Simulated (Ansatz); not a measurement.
# CoBiO3 (P4mm): one cell, many starting occupations (series 2), part 2 of 2

DFT+U has many self-consistent solutions. How far apart do the states of CoBiO3 (P4mm) lie when only the starting occupations change? Cell and atoms stay fixed.

Ansatz 0.2.0; DFT LDA+U (U_eff = 2 eV on Co d), plane waves, PAW, no spin–orbit coupling unless a run says so. The steps go on from the part before.

**4. Random orbitals: single harmonics, first filling**

Contents of input.yaml:

```yaml
crystal:
  lattice:
    - [3.72444383, 0.0, 0.0]
    - [0.0, 3.72444383, 0.0]
    - [0.0, 0.0, 4.02083214]
  atoms:
    - { symbol: Bi, position: [0.0, 0.0, 0.05095533] }
    - { symbol: Co, position: [0.5, 0.5, 0.62280656], spin: 4.0 }
    - { symbol: O, position: [0.5, 0.0, 0.69608487] }
    - { symbol: O, position: [0.5, 0.5, 0.16257231] }
    - { symbol: O, position: [0.0, 0.5, 0.69608487] }
basis:
  ecutwfc: 420
  ecutrho_ratio: 4
kpoints:
  mp_grid: { grid: [5, 5, 5] }
hamiltonian:
  xc: lda
  hubbard:
    sites:
      - { site: 1, l: d, u_eff: 2.0, starting_ns: [{ spin: up, occupation_matrix: s1up }, { spin: down, occupation_matrix: s1down }] }
    occupation_matrices:
      s1up:
        matrix:
          - [0.97, 0.0, 0.0, 0.0, 0.0]
          - [0.0, 0.97, 0.0, 0.0, 0.0]
          - [0.0, 0.0, 0.97, 0.0, 0.0]
          - [0.0, 0.0, 0.0, 0.97, 0.0]
          - [0.0, 0.0, 0.0, 0.0, 0.97]
      s1down:
        matrix:
          - [0.02, 0.0, 0.0, 0.0, 0.0]
          - [0.0, 0.02, 0.0, 0.0, 0.0]
          - [0.0, 0.0, 0.02, 0.0, 0.0]
          - [0.0, 0.0, 0.0, 0.97, 0.0]
          - [0.0, 0.0, 0.0, 0.0, 0.02]
    ns_hold: { iters: 12 }
scf:
  occupations: { method: gaussian, width: 0.05 }
  lower_state_search: "off"
  max_iter: 150
output:
  forces: true
  stress: true
  eigenvalues: true
  populations: true
  hubbard: { sites: [{ site: 1, l: d }] }
magnetization:
  spin_polarized: true
```

The typed matrices put 0.97 on the chosen orbitals and 0.02 on the others, and are held for 12 cycles.

Run with:

```bash
> ansatz run input.yaml --threads 4 --pin off --max-ram 6144MiB --backend cpu --events-out ev --progress --plain --runs-dir out
```

Output, shortened:

```text
Warning: RAYON_NUM_THREADS=4 ignored (pool sized by the plan → 4); use --threads N
Bi: projections on atomic orbitals take those of the free atom [Xe 4f14] 5d10 6s2 6p3, of charge +0.00 (hamiltonian.pseudopotentials.projection_atoms); the dataset's partial waves leave at most 4.7e-5 of an orbital's norm unspanned inside its sphere
Co: projections on atomic orbitals take those of the free atom [Ne] 3s2 3p6 3d7 4s2, of charge +0.00 (hamiltonian.pseudopotentials.projection_atoms); the dataset's partial waves leave at most 1.4e-6 of an orbital's norm unspanned inside its sphere
O: projections on atomic orbitals take those of the free atom [He] 2s2 2p4, of charge +0.00 (hamiltonian.pseudopotentials.projection_atoms); the dataset's partial waves leave at most 1.9e-8 of an orbital's norm unspanned inside its sphere
[...]
Pseudopotentials: kind: paw
Pseudopotential: Bi, paw, valence charge 15, recommended cutoff 420 eV (normal), Bi.paw.azcp
Pseudopotential: Co, paw, valence charge 17, recommended cutoff 420 eV (normal), Co.paw.azcp
[...]
WARN: the starting moments were not kept: the SCF closed with an absolute magnetisation of 1.7e-6 μB, where they sum to 4 μB in size (1 site). That is at most 0.1 of that sum. Measured as dr2_m measures the in/out step, that magnetisation stands 2.2e-12 eV from none, at or under the [...]
--- Band table (eV; the first three rows and the last of 36) ---
[...]
Occupation matrices written to <dir>
--- Löwdin populations: 5 sites ---
  site symbol       q [e]    m [muB]
     0     Bi     13.6534    -0.0000
     1     Co     15.9284     0.0000
     2      O      6.7152     0.0000
     3      O      6.7693    -0.0000
     4      O      6.7152     0.0000
  spilling = 0.004369 (of n_electrons = 50.000000)
--- Occupation matrices: 1 shell (run DFT+U table (all-electron-ortho-atomic); ε = 2.03e-4) ---
  Co1 d_3D: site group C4v (4mm)
  Co1 d_3D up     Tr n = 3.6990  λ = 0.380 0.385 0.973 0.973 0.989  [x2-y2 1.00 B1(1.00) | z2 1.00 A1(1.00) | 2× xz 0.50 E(1.00) | xy 1.00 B2(1.00)]
  Co1 d_3D dn     Tr n = 3.6990  λ = 0.380 0.385 0.973 0.973 0.989  [x2-y2 1.00 B1(1.00) | z2 1.00 A1(1.00) | 2× xz 0.50 E(1.00) | xy 1.00 B2(1.00)]
  specified occupation → Co1 d_3D up: matrix, ‖Δ‖_F = 0.8314, Tr Δ = +1.1510, displaced = 0.5999, d_λ = 0.8314; orbital distance = 0.0000
  specified occupation → Co1 d_3D dn: matrix, ‖Δ‖_F = 1.7988, Tr Δ = -2.6490, displaced = 1.9146, d_λ = 1.4416; orbital distance = 1.4142
  Tr n, λ and their labels are of the run-group-symmetrised matrices; stabiliser: 16 of 16 elements of G0×{1,Θ} (closed), max defect 1.1e-6 at τ = 4.3e-5
```

Run time: 13 s. Hardware: 4 threads of Arm Neoverse V1, shared host; peak memory 0.43 GiB.

End state: a gap on the mesh of 0.20 eV, pressure -7.4 GPa, no moment over 0.05 μB in any sphere, largest force component 0.14 eV/Å, 8 symmetry operations imposed. The program reports that the typed filling wasn't kept.

The shells' filling, with natural orbitals sorted by occupation:

```tsv
shell	channel	electrons	over 0.8	0.2 to 0.8	under 0.2
Co 3d (atom 2)	up	3.70	3	2	0
Co 3d (atom 2)	down	3.70	3	2	0
```

**5. Random orbitals: fully mixed, one electron more**

input.yaml, as its differences from that of step 4:

```diff
@@ -7,3 +7,3 @@
     - { symbol: Bi, position: [0.0, 0.0, 0.05095533] }
-    - { symbol: Co, position: [0.5, 0.5, 0.62280656], spin: 4.0 }
+    - { symbol: Co, position: [0.5, 0.5, 0.62280656], spin: 3.0 }
     - { symbol: O, position: [0.5, 0.0, 0.69608487] }
@@ -31,7 +31,7 @@
         matrix:
-          - [0.02, 0.0, 0.0, 0.0, 0.0]
-          - [0.0, 0.02, 0.0, 0.0, 0.0]
-          - [0.0, 0.0, 0.02, 0.0, 0.0]
-          - [0.0, 0.0, 0.0, 0.97, 0.0]
-          - [0.0, 0.0, 0.0, 0.0, 0.02]
+          - [0.12895, 0.17787, 0.00591, -0.24445, -0.01432]
+          - [0.17787, 0.43437, 0.06759, -0.29017, -0.31866]
+          - [0.00591, 0.06759, 0.0474, 0.03765, -0.13878]
+          - [-0.24445, -0.29017, 0.03765, 0.66413, -0.22726]
+          - [-0.01432, -0.31866, -0.13878, -0.22726, 0.72515]
     ns_hold: { iters: 12 }
```

The typed matrices put 0.97 on the chosen orbitals and 0.02 on the others, and are held for 12 cycles.

Run with:

```bash
> ansatz run input.yaml --threads 4 --pin off --max-ram 6144MiB --backend cpu --events-out ev --progress --plain --runs-dir out
```

Output, shortened:

```text
Warning: crystal.symmetry: narrowed to the stabiliser of the occupation matrices — unitary ops 8 → 1; lowered by the specified shell (site 1, l: d); largest admitted image defect 4.4e-16, smallest excluded 4.9e-1 — at a splitting's scale: the group the occupation matrices' own texture admits
Warning: RAYON_NUM_THREADS=4 ignored (pool sized by the plan → 4); use --threads N
Bi: projections on atomic orbitals take those of the free atom [Xe 4f14] 5d10 6s2 6p3, of charge +0.00 (hamiltonian.pseudopotentials.projection_atoms); the dataset's partial waves leave at most 4.7e-5 of an orbital's norm unspanned inside its sphere
Co: projections on atomic orbitals take those of the free atom [Ne] 3s2 3p6 3d7 4s2, of charge +0.00 (hamiltonian.pseudopotentials.projection_atoms); the dataset's partial waves leave at most 1.4e-6 of an orbital's norm unspanned inside its sphere
O: projections on atomic orbitals take those of the free atom [He] 2s2 2p4, of charge +0.00 (hamiltonian.pseudopotentials.projection_atoms); the dataset's partial waves leave at most 1.9e-8 of an orbital's norm unspanned inside its sphere
[...]
[... 1 set-up line as earlier in the session ...]
[...]
WARN: the starting moments were not kept: the SCF closed with an absolute magnetisation of 3.0e-5 μB, where they sum to 3 μB in size (1 site). That is at most 0.1 of that sum. Measured as dr2_m measures the in/out step, that magnetisation stands 7.3e-10 eV from none, at or under the [...]
       -7.907053      -0.000000       0.000000
       -0.000000      -7.907013       0.000000
        0.000000       0.000000      -6.426321
  P = ⅓ Tr σ = -7.4135 GPa (-74.135 kbar)
--- Band table (eV; the first three rows and the last of 126) ---
[...]
Occupation matrices written to <dir>
--- Löwdin populations: 5 sites ---
  site symbol       q [e]    m [muB]
     0     Bi     13.6534     0.0000
     1     Co     15.9284    -0.0000
     2      O      6.7152     0.0000
     3      O      6.7693     0.0000
     4      O      6.7152    -0.0000
  spilling = 0.004369 (of n_electrons = 50.000000)
--- Occupation matrices: 1 shell (run DFT+U table (all-electron-ortho-atomic); ε = 4.68e-3) ---
  Co1 d_3D: site group C4v (4mm)
  Co1 d_3D up     Tr n = 3.6990  λ = 0.380 0.385 0.973 0.973 0.989  [x2-y2 1.00 B1(1.00) | z2 1.00 A1(1.00) | 2× xz 0.50 E(1.00) | xy 1.00 B2(1.00)]
  Co1 d_3D dn     Tr n = 3.6990  λ = 0.380 0.385 0.973 0.973 0.989  [x2-y2 1.00 B1(1.00) | z2 1.00 A1(1.00) | 2× xz 0.50 E(1.00) | xy 1.00 B2(1.00)]
  specified occupation → Co1 d_3D up: matrix, ‖Δ‖_F = 0.8314, Tr Δ = +1.1510, displaced = 0.5999, d_λ = 0.8314; orbital distance = 0.0000
  specified occupation → Co1 d_3D dn: matrix, ‖Δ‖_F = 1.4389, Tr Δ = -1.6990, displaced = 1.3616, d_λ = 1.0819; orbital distance = 1.2452
  Tr n, λ and their labels are of the run-group-symmetrised matrices; stabiliser: 16 of 16 elements of G0×{1,Θ} (closed), max defect 5.8e-5 at τ = 9.9e-4
```

Run time: 75 s. Hardware: 4 threads of Arm Neoverse V1, shared host; peak memory 0.92 GiB.

Result: a gap on the mesh of 0.20 eV, pressure -7.4 GPa, no moment over 0.05 μB in any sphere, largest force component 0.14 eV/Å, 1 symmetry operation imposed. The program reports that the typed filling wasn't kept.

The shells' filling, with natural orbitals sorted by occupation:

```tsv
shell	channel	electrons	over 0.8	0.2 to 0.8	under 0.2
Co 3d (atom 2)	up	3.70	3	2	0
Co 3d (atom 2)	down	3.70	3	2	0
```

**6. Random orbitals: drawn by pairs, second filling**

Contents of input.yaml:

```yaml
crystal:
  lattice:
    - [3.72444383, 0.0, 0.0]
    - [0.0, 3.72444383, 0.0]
    - [0.0, 0.0, 4.02083214]
  atoms:
    - { symbol: Bi, position: [0.0, 0.0, 0.05095533] }
    - { symbol: Co, position: [0.5, 0.5, 0.62280656], spin: 0.3 }
    - { symbol: O, position: [0.5, 0.0, 0.69608487] }
    - { symbol: O, position: [0.5, 0.5, 0.16257231] }
    - { symbol: O, position: [0.0, 0.5, 0.69608487] }
basis:
  ecutwfc: 420
  ecutrho_ratio: 4
kpoints:
  mp_grid: { grid: [5, 5, 5] }
hamiltonian:
  xc: lda
  hubbard:
    sites:
      - { site: 1, l: d, u_eff: 2.0, starting_ns: [{ spin: up, occupation_matrix: s1up }, { spin: down, occupation_matrix: s1down }] }
    occupation_matrices:
      s1up:
        matrix:
          - [0.495, 0.0, 0.0, 0.475, 0.0]
          - [0.0, 0.25587, 0.41042, 0.0, 0.0]
          - [0.0, 0.41042, 0.73413, 0.0, 0.0]
          - [0.475, 0.0, 0.0, 0.495, 0.0]
          - [0.0, 0.0, 0.0, 0.0, 0.97]
      s1down:
        matrix:
          - [0.02, 0.0, 0.0, 0.0, 0.0]
          - [0.0, 0.97, 0.0, 0.0, 0.0]
          - [0.0, 0.0, 0.73413, 0.0, -0.41042]
          - [0.0, 0.0, 0.0, 0.97, 0.0]
          - [0.0, 0.0, -0.41042, 0.0, 0.25587]
    ns_hold: until_converged
scf:
  occupations: { method: gaussian, width: 0.05 }
  lower_state_search: "off"
  max_iter: 150
output:
  forces: true
  stress: true
  eigenvalues: true
  populations: true
  hubbard: { sites: [{ site: 1, l: d }] }
magnetization:
  spin_polarized: true
```

The typed matrices put 0.97 on the chosen orbitals and 0.02 on the others, and are held until the SCF converges, then released.

Run with:

```bash
> ansatz run input.yaml --threads 4 --pin off --max-ram 6144MiB --backend cpu --events-out ev --progress --plain --runs-dir out
```

Output, shortened:

```text
Warning: crystal.symmetry: narrowed to the stabiliser of the occupation matrices — unitary ops 8 → 1; lowered by the specified shell (site 1, l: d); largest admitted image defect 4.4e-16, smallest excluded 8.2e-1 — at a splitting's scale: the group the occupation matrices' own texture admits
Warning: RAYON_NUM_THREADS=4 ignored (pool sized by the plan → 4); use --threads N
Bi: projections on atomic orbitals take those of the free atom [Xe 4f14] 5d10 6s2 6p3, of charge +0.00 (hamiltonian.pseudopotentials.projection_atoms); the dataset's partial waves leave at most 4.7e-5 of an orbital's norm unspanned inside its sphere
Co: projections on atomic orbitals take those of the free atom [Ne] 3s2 3p6 3d7 4s2, of charge +0.00 (hamiltonian.pseudopotentials.projection_atoms); the dataset's partial waves leave at most 1.4e-6 of an orbital's norm unspanned inside its sphere
O: projections on atomic orbitals take those of the free atom [He] 2s2 2p4, of charge +0.00 (hamiltonian.pseudopotentials.projection_atoms); the dataset's partial waves leave at most 1.9e-8 of an orbital's norm unspanned inside its sphere
[...]
[... 2 set-up lines as earlier in the session ...]
[...]
WARN: the starting moments were not kept: the SCF closed with an absolute magnetisation of 4.1e-5 μB, where they sum to 0.3 μB in size (1 site). That is at most 0.1 of that sum. Measured as dr2_m measures the in/out step, that magnetisation stands 1.3e-9 eV from none, at or under the [...]
WARN: hamiltonian.hubbard: on 2 of 2 specified blocks the occupation matrix of this SCF's result fails the test of the specified filling. At site 1 ↑ (sites count from 0 in the list of atoms of the cell that this SCF solves) the least filled combination of the orbitals specified full has [...]
  atom   5  O     -0.00000067     0.00000011     0.05633271
[...]
--- Stress (GPa, compression-positive) ---
       -7.907353      -0.000005       0.000012
       -0.000005      -7.907283       0.000003
        0.000012       0.000002      -6.426723
  P = ⅓ Tr σ = -7.4138 GPa (-74.138 kbar)
--- Band table (eV; the first three rows and the last of 126) ---
[...]
Occupation matrices written to <dir>
--- Löwdin populations: 5 sites ---
  site symbol       q [e]    m [muB]
     0     Bi     13.6534     0.0000
     1     Co     15.9284     0.0000
     2      O      6.7152    -0.0000
     3      O      6.7693    -0.0000
     4      O      6.7153    -0.0000
  spilling = 0.004369 (of n_electrons = 50.000000)
--- Occupation matrices: 1 shell (run DFT+U table (all-electron-ortho-atomic); ε = 2.03e-3) ---
  Co1 d_3D: site group C4v (4mm)
  Co1 d_3D up     Tr n = 3.6990  λ = 0.380 0.385 0.973 0.973 0.989  [x2-y2 1.00 B1(1.00) | z2 1.00 A1(1.00) | 2× xz 0.50 E(1.00) | xy 1.00 B2(1.00)]
  Co1 d_3D dn     Tr n = 3.6990  λ = 0.380 0.385 0.973 0.973 0.989  [x2-y2 1.00 B1(1.00) | z2 1.00 A1(1.00) | 2× xz 0.50 E(1.00) | xy 1.00 B2(1.00)]
  specified occupation → Co1 d_3D up: matrix, ‖Δ‖_F = 1.1767, Tr Δ = -0.7490, displaced = 0.9622, d_λ = 0.5127; orbital distance = 1.4142
  specified occupation → Co1 d_3D dn: matrix, ‖Δ‖_F = 1.1885, Tr Δ = -0.7490, displaced = 0.9646, d_λ = 0.5127; orbital distance = 1.4142
  Tr n, λ and their labels are of the run-group-symmetrised matrices; stabiliser: 16 of 16 elements of G0×{1,Θ} (closed), max defect 7.7e-5 at τ = 4.3e-4
```

Run time: 41 s. Hardware: 4 threads of Arm Neoverse V1, shared host; peak memory 0.6 GiB.

Result: a gap on the mesh of 0.20 eV, pressure -7.4 GPa, no moment over 0.05 μB in any sphere, largest force component 0.14 eV/Å, 1 symmetry operation imposed. The program reports that the typed filling wasn't kept.

How the shells are filled (orbitals counted by the eigenvalues of the occupation matrices):

```tsv
shell	channel	electrons	over 0.8	0.2 to 0.8	under 0.2
Co 3d (atom 2)	up	3.70	3	2	0
Co 3d (atom 2)	down	3.70	3	2	0
```

**7. All runs side by side**

What follows sums up all 2 parts.

Energies count from the lowest free state and have the smearing extrapolated to zero.

| start | energy (meV/atom) | gap (eV) | pressure (GPa) | largest moment (μB) | SCF cycles | time |
| --- | --- | --- | --- | --- | --- | --- |
| random orbitals: drawn by pairs, second filling | 0.0 | 0.20 | -7.4 | 0.00 | 47 | 41 s |
| from atoms, symmetry kept, no search (earlier series) | 0.0 | 0.20 | -7.4 | 0.00 | 32 | 7.4 s |
| random orbitals: single harmonics, first filling | 0.0 | 0.20 | -7.4 | 0.00 | 49 | 13 s |
| random orbitals: fully mixed, first filling | 0.0 | 0.20 | -7.4 | 0.00 | 59 | 88 s |
| random orbitals: fully mixed, one electron more | 0.0 | 0.20 | -7.4 | 0.00 | 53 | 75 s |
| random orbitals: single harmonics, second filling | 0.0 | 0.20 | -7.4 | 0.00 | 31 | 8.4 s |

The 6 free runs end within about 1 meV/atom of each other. The lowest state found need not be the ground state, and the geometry wasn't relaxed for any of them. Spin–orbit coupling is left out.
